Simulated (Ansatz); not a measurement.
# CuOH (SMILES [Cu]O): an attempt with Ansatz

Aim: a single-point energy of CuOH.

Program for the calculation: Ansatz 0.2.0.

7 further runs of the same task are left out: 1 for a known fault of the program, 2 that didn't finish, 4 set aside as unsound or not needed. Runs told in other sessions of the task aren't counted.

### 1 The structure to begin with

CuOH has 3 atoms, charge 0, and is taken as a singlet. SMILES: `[Cu]O`. The coordinates come from a PBE0-D4/def2-TZVP relaxation.

Bond lengths: Cu1–O2 1.785 Å, O2–H3 0.962 Å. Angles: Cu1–O2–H3 109.0°.

### 2 The job

Contents of job.yaml:

```yaml
basis:
  gaussian:
    orbitals: aug-pcseg-1.json
    fitting: {mean_field: x2c-jfit}
    nuclear_model: gaussian
    point_charges: [{charge: 2, position_ang: [4.6449, 1.9113, -1.8351]}]
crystal:
  periodic: [true, true, true]
  atoms:
    - {symbol: Cu, position_ang: [-1.152790, 0.285260, -0.596950]}
    - {symbol: O, position_ang: [0.412870, 0.307820, 0.260030]}
    - {symbol: H, position_ang: [0.739920, -0.593080, 0.336920]}
hamiltonian: {pseudopotentials: {relativity: none}}
correlation:
  active_space: {ras: {orbitals: [0, 2, 3], electrons: 2, max_holes: 2, max_particles: 1}, states: [{multiplicity: 1, weights: [1, 1, 1, 1]}]}
accuracy: low
```

Started as:

```console
$ ansatz run job.yaml --threads 1 --pin off --max-ram 3480MiB --events-out events.jsonl --progress --plain --runs-dir runs
```

Log:

```text
Error: YAML parse error: error: line 8 column 3: crystal: missing field `lattice` (a structure is typed as `lattice` and `atoms`, a molecule's as `atoms` in Å alone, or read from a run's directory, `checkpoint`)
  --> <input>:8:3
   |
 6 |     point_charges: [{charge: 2, position_ang: [4.6449, 1.9113, -1.8…
 7 | crystal:
 8 |   periodic: [true, true, true]
   |   ^ crystal: missing field `lattice` (a structure is typed as `lattice` and `atoms`, a molecule's as `atoms` in Å alone, or read from a run's directory, `checkpoint`)
 9 |   atoms:
10 |     - {symbol: Cu, position_ang: [-1.152790, 0.285260, -0.596950]}
   |
```

Run time: 0.02 s. Hardware: 1 thread of Arm Neoverse V2, shared host.

### 3 Reading the log

The input was rejected.

The log says `Error: YAML parse error: error: line 8 column 3: crystal: missing field 'lattice'`. What is wrong: the molecule is declared periodic without a cell.
